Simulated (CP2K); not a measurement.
The system is SnSe2.

```
Sn Se
1.0
     3.81100    0.00000    0.00000
    -1.90550    3.30042    0.00000
     0.00000    0.00000    6.13600
Sn Se
1 2
Direct
  0.00000 0.00000 0.00000
  0.66667 0.33333 0.75100
  0.33333 0.66667 0.24900
```

Base run:

| Item | Value |
| --- | --- |
| Program | CP2K 2026.2 |
| Functional | r2SCAN |
| Dispersion | D3(BJ) |
| Potentials or basis | POTENTIAL_UZH Sn GTH-SCAN-q4, Se GTH-SCAN-q6; TZVP-MOLOPT-SCAN-GTH basis |
| Density cutoff | 9184 eV |
| k mesh | 8 × 8 × 5 |
| Occupations | fermi-dirac, width 0.05 eV |
| Spin | no spin polarisation |

Its results: band gap on the k mesh 0.97 eV, indirect (least direct gap 1.35 eV); pressure -1.4 GPa; largest force 0.011 eV/Å.

Question: After a change of settings the same cell gave: band gap on the k mesh 0.97 eV, indirect (least direct gap 1.35 eV); pressure -0.3 GPa; largest force 0.005 eV/Å. Which change was it?
A. dispersion from D3(BJ) to D4
B. dispersion from D3(BJ) to none
C. dispersion from D3(BJ) to D3(BJ)+ATM

Answer: B.

Dispersion adds attraction, which lowers the pressure at fixed volume and, as a term added to the energy, leaves the levels alone.

Caveats: spin-orbit coupling is left out, which moves the levels of the heavy elements; an odd mesh through Γ misses points on the zone boundary, where band edges often lie; the basis of atomic orbitals isn't converged, which shifts pressures, moduli and gaps.
